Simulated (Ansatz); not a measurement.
Predict the output of the script below (the Python package of Ansatz (0.2.0)).

`run_torsion.py`:
```python
'''Rigid torsion scan of C3H6SSi.'''

import ansatz as az
from ase import Atoms

atoms = Atoms(['C', 'C', 'Si', 'C', 'S', 'H', 'H', 'H', 'H', 'H', 'H'], positions=[
    (-0.9293, 1.179, 0.3109),
    (-0.2344, 0.1809, -0.1142),
    (0.9926, -0.6447, 0.956),
    (-0.2805, -0.3825, -1.4984),
    (-1.3738, 0.0877, -2.7545),
    (-0.8859, 1.6554, 1.2987),
    (-1.6864, 1.7111, -0.3331),
    (0.7137, -2.0627, 1.1191),
    (1.0716, 0.0156, 2.3495),
    (2.3664, -0.5523, 0.3601),
    (0.3114, -1.2445, -1.6735),
])

# start the scan from a relaxed geometry
first = (
    az.Crystal.molecule_from_ase(atoms).calculation()
    .basis(gaussian='cc-pVDZ')
    .functional('r2scan', dispersion='d4')
    .relax(force_tolerance=0.02, max_steps=80)
)
atoms.positions = first.run(threads=1).report['positions_ang']

start = atoms.get_dihedral(0, 1, 3, 4)
energies = {}
for turn in range(0, 360, 30):
    turned = atoms.copy()
    turned.set_dihedral(0, 1, 3, 4, start + turn, indices=[3, 4, 10])
    setup = (
        az.Crystal.molecule_from_ase(turned).calculation()
        .basis(gaussian='cc-pVDZ')
        .functional('r2scan', dispersion='d4')
    )
    energies[round((start + turn) % 360)] = setup.run(threads=1).report['free_energy_ev']
floor = min(energies.values())
print('dihedral C0-C1-C3-S4 (deg)   E - E(min) (kcal/mol)')
for angle, e in sorted(energies.items()):
    print(f'{angle:8d} {23.060548 * (e - floor):14.3f}  ' + '#' * int(30 * (e - floor) / max(max(energies.values()) - floor, 1e-9)))
```

Output of `python run_torsion.py`:
```text
dihedral C0-C1-C3-S4 (deg)   E - E(min) (kcal/mol)
      30          4.008  ##############
      60          6.172  ######################
      90          8.315  #############################
     120          6.902  ########################
     150          2.738  #########
     180          0.000
     210          2.730  #########
     240          6.886  ########################
     270          8.326  ##############################
     300          6.199  ######################
     330          4.014  ##############
     360          3.801  #############
```

The scan is rigid and the energies are electronic, in a modest basis. With rigid groups the curve can differ much from the relaxed path, the start wasn't checked as a minimum of this torsion, and equivalent turns needn't return to the same energy. Hardware and time: 2.7 min on 1 thread of Arm Neoverse V2, on a shared host, peak memory 0.25 GiB.
